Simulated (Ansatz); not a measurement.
# CH₂I+: geometry and frequencies at several levels

One table from this session's results is given with a row withheld; the runs are named, their logs left out.

Method: the levels named in each step, in Ansatz 0.2.0.

### The system as given

Bond lengths: C1–I2 1.932 Å, C1–H3 1.087 Å, C1–H4 1.087 Å. Angles: I2–C1–H3 119.9°, I2–C1–H4 119.9°, H3–C1–H4 120.3°.

Structure file:

```xyz
4

C    -1.7376    0.0801    0.3022
I     0.1631   -0.0095   -0.0313
H    -2.3261    0.8846   -0.1315
H    -2.2146   -0.6743    0.9227
```

The first run:

input.yaml reads:

```yaml
crystal:
  periodic: [false, false, false]
  atoms:
    - { symbol: C, position_ang: [-1.73762783, 0.08006009, 0.30215273] }
    - { symbol: I, position_ang: [0.16309451, -0.00947632, -0.03127854] }
    - { symbol: H, position_ang: [-2.32605676, 0.88462588, -0.13150961] }
    - { symbol: H, position_ang: [-2.21455991, -0.67431964, 0.92270541] }
total_charge: 1
basis:
  gaussian: { orbitals: def2-TZVPP }
hamiltonian:
  xc: pbe0
  dispersion: d4
phonons: {}
```

The run is started by

```bash
ansatz run input.yaml --threads 2 --pin off --max-ram 5120MiB --backend cpu --events-out ev --progress --plain --runs-dir out
```

Steps of the session up to this table: Frequencies, PBE0-D4/def2-TZVPP; Relaxation, PBE-D4/def2-TZVPP; Frequencies, PBE-D4/def2-TZVPP; Relaxation, r2SCAN-D4/def2-TZVPP; Frequencies, r2SCAN-D4/def2-TZVPP; Relaxation, B3LYP-D4/def2-TZVPP; Frequencies, B3LYP-D4/def2-TZVPP; Relaxation, B2PLYP/def2-TZVPP; Frequencies, B2PLYP/def2-TZVPP.

One table of the session follows, with a row left open; its other results are not shown here.

It belongs to the step «Geometries side by side». 

| level | C1–I2 (Å) | highest frequency (cm⁻¹) |
| --- | --- | --- |
| PBE-D4/def2-TZVPP | 1.9511 | 3182 |
| r2SCAN-D4/def2-TZVPP | 1.9414 | 3250 |
| B3LYP-D4/def2-TZVPP | 1.9471 | 3252 |
| B2PLYP/def2-TZVPP | ? | ? |

Estimate the missing values for B2PLYP/def2-TZVPP.

As computed: C1–I2 (Å): 1.9412; highest frequency (cm⁻¹): 3277. In the column «C1–I2 (Å)» it is the lowest.
